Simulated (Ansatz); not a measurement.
Consider a test of the smearing width of Ti, space group P6/mmm (Ansatz 0.2.0, Python API).

The script, `smear_ti.py`:
```python
"""How the energy of Ti depends on the smearing."""

import warnings

import ansatz as az
import pandas as pd

warnings.simplefilter("ignore", az.DeckWarning)

crystal = (
    az.Lattice.of((4.6, 0.0, 0.0), (-2.3, 3.98371686, 0.0), (0.0, 0.0, 2.82))
    .atom("Ti", (0.0, 0.0, 0.0))
    .atom("Ti", (1 / 3, 2 / 3, 0.5))
    .atom("Ti", (2 / 3, 1 / 3, 0.5))
)

calculation = (
    crystal.calculation()
    .scf(tolerance=1e-09)
    .functional("lda")
    .basis(16 * az.Ha)
    .kpoints(spacing=0.22)
    .stress()
)

rows = []
for value in [0.5, 0.3, 0.2, 0.1]:
    rep = calculation.occupations("gaussian", width=value).run(threads=1).report
    rows.append((value, rep["free_energy_ev"] / len(rep["lattice"]["sites"]), rep["n_iterations"], sum(rep["stress_gpa"][i][i] for i in range(3)) / 3, rep["n_kpoints"]))

table = pd.DataFrame(rows, columns=["width (eV)", "F/atom (eV)", "iterations", "P (GPa)", "k-points"])
print(table.round(5).to_string(index=False))

# the last row is the reference
for row in rows[:-1]:
    shift = 1000 * (row[1] - rows[-1][1])
    print(f"{row[0]}: {shift:+.2f} meV/atom" + ("  (within 5 meV)" if abs(shift) < 5 else ""))
```

How much does the free energy per atom change between the narrowest and the widest smearing, and why?

Going from 0.1 to 0.5 eV changes F by -70.2 meV an atom. With this scheme F falls roughly as the square of the width; the report's estimate for zero width (energy_sigma0_ev) moves by only +9.9 meV. The pressure moves from -9.17 to -8.33 GPa.

The run itself:

```console
$ python smear_ti.py
 width (eV)  F/atom (eV)  iterations  P (GPa)  k-points
        0.5  -2450.35510           7 -8.33366        60
        0.3  -2450.30557           8 -8.97407        60
        0.2  -2450.29219           8 -9.12404        60
        0.1  -2450.28492           8 -9.16963        60
0.5: -70.18 meV/atom
0.3: -20.65 meV/atom
0.2: -7.28 meV/atom
```

Reading the output:
- Spin is left out of this run.
- The free energy holds a sizeable smearing term, which stands for no physical temperature.
- The program warned that this SCF threshold is loose for forces or stresses.
- The narrowest width needs the finest mesh, so the last row is no converged reference.
- Pressure is positive in compression.
- At these settings the cell as given stands under about -8 GPa, so it isn't at this functional's equilibrium volume.
- This isn't the structure that Ti takes at ambient conditions.
- The script silences the warnings on its input, which a real study should read.
- Wall time of the script: 15 s on 1 thread of Intel(R) Xeon(R) CPU @ 2.80GHz (Skylake/Cascade Lake), with other jobs on the host, peak memory 0.47 GiB.
